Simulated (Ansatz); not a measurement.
# AsSe: the cost of one run

The runs use Ansatz 0.2.0, Gaussian basis; def2-QZVPP, all electrons in the functionals.

Plan: PBE, BLYP, r2SCAN, B97M-V, PBE0, B3LYP, at charge 0, quartet; charge 0, doublet; charge 0, sextet; charge 1, triplet; charge 1, quintet.

10 further runs of the same task are left out: 10 set aside as unsound or not needed.

## (1) The geometry

The geometry is a PBE0/def2-TZVP stationary point (not a proven minimum). No spin-orbit coupling is included. The filled d shell of As, Se may be among the frozen orbitals whatever the setting's name suggests; the logs give the count.

2 atoms, charge 0, spin multiplicity 4.

Atoms are counted from 1 here; the program's logs count them from 0.

Bond lengths: As1–Se2 2.392 Å.

No dispersion term is added; B97M-V holds VV10 nonlocal correlation. B3LYP takes the VWN-RPA correlation.

The geometry shown and the zero of energy belong to the point charge 0, quartet. The yardstick, RCCSD(T), and other wave-function levels (R restricted, U unrestricted, valence and pair active spaces) come from earlier runs.

## (2) PBE, charge 0, quartet

Contents of in.yaml:

```yaml
crystal:
  periodic: [false, false, false]
  atoms:
    - {symbol: As, position_ang: [0.000000, 0.000000, 0.000000]}
    - {symbol: Se, position_ang: [0.000000, 0.000000, 2.392300]}
basis:
  gaussian: {orbitals: "def2-QZVPP.json"}
magnetization: {spin_polarized: true, initial_magnetization: 3}
hamiltonian: {xc: {name: PBE}}
output: {orbitals: {seedname: orbitals}}
```

Launch:

```bash
ansatz run in.yaml --threads 1 --pin off --events-out ev --progress --plain --max-ram 2393MiB
```

What time and memory should one allow on 1 thread of Arm Neoverse V2, shared host?

About 15 s, with a peak of 0.36 GiB.
